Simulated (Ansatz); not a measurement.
# YbY6: the cost of one run

Method: DFT PBE, scalar-relativistic, plane waves, PAW, in Ansatz 0.2.0.

### 1 The system as given

Symmetry: Pm-3m, No. 221, cubic system. Conventional cell: a = 5.393 Å, b = 5.393 Å, c = 5.393 Å, α = 90.00°, β = 90.00°, γ = 90.00°. Yb (site symmetry m-3m) is surrounded by 24 Y at 3.96 Å. Y (site symmetry 4mm) has 5 Y at 2.14 to 2.30 Å in its first shell of neighbours.

Coordinates:

```
CELL_PARAMETERS angstrom
5.39290 0.00000 0.00000
0.00000 5.39290 0.00000
0.00000 0.00000 5.39290
ATOMIC_POSITIONS crystal
Yb 0.00000 0.00000 0.00000
Y 0.19873 0.50000 0.50000
Y 0.50000 0.80127 0.50000
Y 0.50000 0.19873 0.50000
Y 0.80127 0.50000 0.50000
Y 0.50000 0.50000 0.19873
Y 0.50000 0.50000 0.80127
```

A structure generator made this guess: species swapped into a database cell of DyB6 (Pm-3m, No. 221), with Yb on the Dy sites and Y on the B sites. Its size is a rough estimate.

### 2 The guess as it stands, on a coarse mesh

Contents of input.yaml:

```yaml
crystal:
  lattice:
    - [5.39290284, 0.0, 0.0]
    - [0.0, 5.39290284, 0.0]
    - [0.0, 0.0, 5.39290284]
  atoms:
    - { symbol: Yb, position: [0.0, 0.0, 0.0] }
    - { symbol: "Y", position: [0.19872934, 0.5, 0.5] }
    - { symbol: "Y", position: [0.5, 0.80127066, 0.5] }
    - { symbol: "Y", position: [0.5, 0.19872934, 0.5] }
    - { symbol: "Y", position: [0.80127066, 0.5, 0.5] }
    - { symbol: "Y", position: [0.5, 0.5, 0.19872934] }
    - { symbol: "Y", position: [0.5, 0.5, 0.80127066] }
basis:
  ecutwfc: 420
kpoints:
  mp_grid: { grid: [4, 4, 4] }
hamiltonian:
  xc: pbe
scf:
  occupations: { method: gaussian, width: 0.1 }
  lower_state_search: "off"
output:
  forces: true
  stress: true
  eigenvalues: true
```

On the command line:

```console
$ ansatz run input.yaml --threads 1 --pin off --max-ram 2560MiB --backend cpu --events-out ev --progress --plain --runs-dir out
```

What time and memory should one allow on 1 thread of Intel Xeon at 2.50GHz (Skylake/Cascade Lake), shared host?

About 16 s, with a peak of 0.46 GiB.
